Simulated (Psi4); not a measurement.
# CH2GeN (SMILES N#[C][GeH2]) at UB3LYP/def2-SVPD

What is the vertical electron affinity of CH2GeN at UB3LYP/def2-SVPD? 

The results are computed with Psi4 1.11.

## Step 1: Starting point

CH2GeN: 5 atoms, total charge 0, spin state doublet. SMILES: `N#[C][GeH2]`. The coordinates come from a PBE0-D4/def2-TZVP relaxation.

Bond lengths: N1–C2 1.154 Å, C2–Ge3 1.912 Å, Ge3–H4 1.534 Å, Ge3–H5 1.534 Å. Angles: N1–C2–Ge3 175.5°, C2–Ge3–H4 108.2°, C2–Ge3–H5 108.2°, H4–Ge3–H5 114.7°.

## Step 2: Energy and gradient at UB3LYP/def2-SVPD

calc.in

```
memory 2.2 GB

molecule system {
  0 2
  N      1.590700    -1.029300     1.293200
  C      0.838400    -0.535900     0.570400
  Ge    -0.315900     0.241400    -0.740100
  H     -1.658900    -0.498000    -0.695900
  H     -0.404300     1.748400    -0.468900
  symmetry c1
}

set {
  basis                def2-SVPD
  reference            uks
  puream               true
  e_convergence        1e-09
  d_convergence        1e-08
  scf_type             pk
  dft_radial_points    99
  dft_spherical_points 590
  maxiter              100
}

result, w = gradient("b3lyp", return_wfn=True)
oeprop(w, "MAYER_INDICES", "LOWDIN_CHARGES", "MULLIKEN_CHARGES")
```

Run with:

```
psi4 -n 1 calc.in calc.out
```

calc.out:

```text
[...]
  Running in c1 symmetry.
[...]
  Nuclear repulsion =  137.584871191227109
[...]
  Multiplicity = 2
[...]
  Nalpha       = 24
  Nbeta        = 23
[...]
    Number of basis functions: 94
[...]
   @UKS iter   1: -2169.32236269620125   -2.26277e+00   2.59069e-02 ADIIS/DIIS
[...]
   @UKS iter  15: -2170.71662533585413   -2.72848e-12   1.15453e-09 DIIS
[...]
   @S^2 Observed:                7.527395729E-01
[...]
  @UKS Final Energy: -2170.71662533585413
   => Energetics <=
    Nuclear Repulsion Energy =            137.5848711912271085
    One-Electron Energy =               -3293.0633576108389207
    Two-Electron Energy =                1058.8512664779309489
    DFT Exchange-Correlation Energy =     -74.0894053941731556
    Empirical Dispersion Energy =           0.0000000000000000
    VV10 Nonlocal Energy =                  0.0000000000000000
    Total Energy =                      -2170.7166253358541326
[...]
 Multipole Moments:
 ------------------------------------------------------------------------------------
     Multipole            Electronic (a.u.)      Nuclear  (a.u.)        Total (a.u.)
 ------------------------------------------------------------------------------------
 L = 1.  Multiply by 2.5417464519 to convert [e a0] to [Debye]
 Dipole X            :         -2.4840092            1.5306108           -0.9533984
 Dipole Y            :          1.8473451           -1.2157286            0.6316165
 Dipole Z            :         -4.5446871            3.5658863           -0.9788008
 Magnitude           :                                                    1.5053102
[...]
  -Total Gradient:
     Atom            X                  Y                   Z
    ------   -----------------  -----------------  -----------------
       1       -0.013879525338     0.009076923173    -0.013083864666
       2        0.011005853524    -0.007105453062     0.009420720043
       3        0.000869453187    -0.000944809308     0.004489159308
       4        0.001694023118     0.000716410667    -0.000287011209
       5        0.000309858148    -0.001742883807    -0.000538990304
[...]
  Mulliken Charges: (a.u.)
   Center  Symbol    Alpha    Beta     Spin     Total
       1     N     3.57091  3.46082  0.11010 -0.03173
       2     C     2.99848  3.02280 -0.02431 -0.02128
       3    GE    16.47197 15.64975  0.82222 -0.12172
       4     H     0.47931  0.43332  0.04600  0.08737
       5     H     0.47932  0.43331  0.04601  0.08737
   Total alpha = 24.00000, Total beta = 23.00000, Total charge = -0.00000
  Lowdin Charges: (a.u.)
   Center  Symbol    Alpha    Beta     Spin     Total
       1     N     3.54757  3.46137  0.08620 -0.00895
[...]
```

It took 35 s on 1 thread of Intel Xeon Platinum 8259CL at 2.50GHz (Skylake/Cascade Lake), shared host; peak memory 1 GiB.

## Step 3: The singlet anion, same level

job.py

```python
import psi4

psi4.set_memory('2200 MB')
psi4.set_num_threads(1)
psi4.set_output_file('output.dat', False)

molecule = psi4.geometry("""
-1 1
N      1.590700    -1.029300     1.293200
C      0.838400    -0.535900     0.570400
Ge    -0.315900     0.241400    -0.740100
H     -1.658900    -0.498000    -0.695900
H     -0.404300     1.748400    -0.468900
symmetry c1
""")

options = {'basis': 'def2-SVPD', 'puream': True, 'e_convergence': 1e-09, 'd_convergence': 1e-08, 'scf_type': 'pk', 'dft_radial_points': 99, 'dft_spherical_points': 590}
psi4.set_options(options)

energy_value, wavefunction = psi4.gradient('b3lyp', molecule=molecule, return_wfn=True)
psi4.oeprop(wavefunction, 'DIPOLE', 'MAYER_INDICES', 'QUADRUPOLE', title='B3LYP')
print('gradient / Eh bohr^-1')
print(energy_value.np.round(6))
print(f'energy = {wavefunction.energy():.10f} Eh')
```

Run with:

```
python job.py
```

output.dat (excerpt; [...] marks lines left out):

```text
[...]
  Running in c1 symmetry.
[...]
  Nuclear repulsion =  137.584871191227109
[...]
  Multiplicity = 1
[...]
  Nalpha       = 24
  Nbeta        = 24
[...]
    Number of basis functions: 94
[...]
   @RKS iter   1: -2169.11099541423800   -2.05140e+00   2.68492e-02 DIIS/ADIIS
[...]
   @RKS iter  13: -2170.78652855374685   -9.09495e-13   3.30328e-09 DIIS
[...]
  @RKS Final Energy: -2170.78652855374685
   => Energetics <=
    Nuclear Repulsion Energy =            137.5848711912271085
    One-Electron Energy =               -3304.7473979136475464
    Two-Electron Energy =                1070.6649206143763422
    DFT Exchange-Correlation Energy =     -74.2889224457028092
    Empirical Dispersion Energy =           0.0000000000000000
    VV10 Nonlocal Energy =                  0.0000000000000000
    Total Energy =                      -2170.7865285537468480
[...]
  -Total Gradient:
     Atom            X                  Y                   Z
    ------   -----------------  -----------------  -----------------
       1       -0.029315726351     0.018565210719    -0.021636954187
       2        0.029509426809    -0.016469148772    -0.000196908602
       3       -0.020363606358     0.005809717527     0.054986879257
       4        0.011642913053    -0.001171484322    -0.016293579794
       5        0.008526696126    -0.006734117477    -0.016859549229
[...]
 Multipole Moments:
 ------------------------------------------------------------------------------------
     Multipole            Electronic (a.u.)      Nuclear  (a.u.)        Total (a.u.)
 ------------------------------------------------------------------------------------
 L = 1.  Multiply by 2.5417464519 to convert [e a0] to [Debye]
 Dipole X            :         -2.3213601            1.5306108           -0.7907493
 Dipole Y            :          1.7021115           -1.2157286            0.4863829
 Dipole Z            :         -4.0070567            3.5658863           -0.4411703
 Magnitude           :                                                    1.0278541
 L = 2.  Multiply by 1.3450342976 to convert [e a0^2] to [Debye ang]
 Quadrupole XX       :       -130.1896474           98.9657149          -31.2239326
 Quadrupole XY       :         61.7090204          -58.4449138            3.2641066
[...]
```

The script printed:

```text
gradient / Eh bohr^-1
[[-0.029316  0.018565 -0.021637]
 [ 0.029509 -0.016469 -0.000197]
 [-0.020364  0.00581   0.054987]
 [ 0.011643 -0.001171 -0.016294]
 [ 0.008527 -0.006734 -0.01686 ]]
energy = -2170.7865285537 Eh
```

It took 22 s on 1 thread of Intel Xeon Platinum 8259CL at 2.50GHz (Skylake/Cascade Lake), shared host; peak memory 1 GiB.

## Step 4: Summary of results

Level: UB3LYP/def2-SVPD.

| quantity | value |
| --- | --- |
| doublet CH2GeN: total energy | -2170.71663 Eh |
| doublet CH2GeN: dipole moment | 3.83 D |
| doublet CH2GeN: HOMO energy (highest over α and β) | -6.91 eV |
| doublet CH2GeN: LUMO energy (lowest over α and β) | -4.20 eV |
| doublet CH2GeN: ⟨S²⟩ | 0.753 |
| doublet CH2GeN: largest force on an atom | 1.086 eV/Å |
| singlet anion: total energy | -2170.78653 Eh |
| singlet anion: HOMO energy | 0.38 eV |
| singlet anion: LUMO energy | 4.23 eV |
| singlet anion: HOMO–LUMO gap (to an unbound level, set by the basis) | 3.85 eV |
| singlet anion: largest force on an atom | 3.030 eV/Å |
| vertical electron affinity (to the singlet anion) | 1.902 eV |

**Reading.** At fixed nuclei the extra electron is bound by 1.90 eV (184 kJ/mol). The largest force (doublet CH2GeN) is 1.09 eV/Å: the shape isn't a stationary point for this species at this level. The HOMO (singlet anion) lies at positive energy, 0.38 eV; only total energies tell whether the electron is bound.
